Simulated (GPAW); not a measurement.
Runs of GPAW 26.7.0 on Ba2Tl5V3O12. Symmetry: P-3m1, No. 164, trigonal system. The conventional cell has a = 8.154 Å, b = 8.154 Å, c = 6.921 Å, α = 90.00°, β = 90.00°, γ = 120.00°. Ba (site symmetry 3m) is surrounded by 6 O at 2.80 Å. Around V (site symmetry 2/m) lie 4 O at 1.82 Å. Tl (site symmetry 2/m) is surrounded by 4 O at 2.53 Å. Tl (site symmetry 3m) has 6 O at 2.73 Å and 3 V at 2.82 Å and 3 Tl at 3.03 Å as nearest neighbours. O (site symmetry 1) has 1 V at 1.82 Å as nearest neighbours. The cell was built by a generator and needn't be a form met in nature.

| task | level | potentials or basis | U | cell | older calculator (legacy_gpaw) | band path | band points | optimizer | fmax | gap on the mesh (eV) | pressure (GPa) | moment (μB) | largest force (eV/Å) |
| --- | --- | --- | --- | --- | --- | --- | --- | --- | --- | --- | --- | --- | --- |
| atomic charges | PBE | GPAW PAW data sets (gpaw-data 1.2.1), pw | - | as given | yes | - | - | - | - | none | 0.7 | 0.00 | 0.22 |
| band structure | SCAN | GPAW PAW data sets (gpaw-data 1.2.1), pw | - | as given | - | GMKGALHA,LM,KH | 60 | - | - | - | -2.8 | (a) | 0.22 |
| relaxation of cell and atoms | PBE | GPAW PAW data sets (gpaw-data 1.2.1), pw | - | relaxed | - | - | - | BFGS | 0.02 eV/Å | none | -0.1 | 0.00 | 0.02 |
| band structure | BLYP | PAW data sets generated in the run's folder for this functional, pw | - | as given | - | GMKGALHA,LM,KH | 60 | - | - | - | 3.4 | 0.00 | (b) |
| band structure | PBE+U | GPAW PAW data sets (gpaw-data 1.2.1), pw | V d U = 2 eV | as given | - | GMKGALHA,LM,KH | 80 | - | - | - | 1.0 | 0.00 | 0.32 |

Alike in all rows: spin collinear, ferromagnetic start; k mesh 3 × 3 × 3; cutoff (eV) 800; smearing fermi-dirac 0.05 eV.

Task: Estimate the missing entries.

Result: (a) 0.51; (b) 0.16.

Caveats: semilocal functionals often make such compounds metallic where correlation or magnetic order opens a gap, which also shifts bond lengths (some runs); spin-orbit coupling is left out, which moves the levels of the heavy elements (some runs); the PAW data sets were made with another functional, which shifts forces and pressure a little (some runs); each step starts from the last one's moments, so a moment once lost doesn't come back (some runs); later steps reuse the first step's grids (some runs).

A k mesh can miss the band edges, and the runs leave out spin-orbit coupling on Ba, Tl.

A gap of «none» marks a metal or a gap under the smearing width.
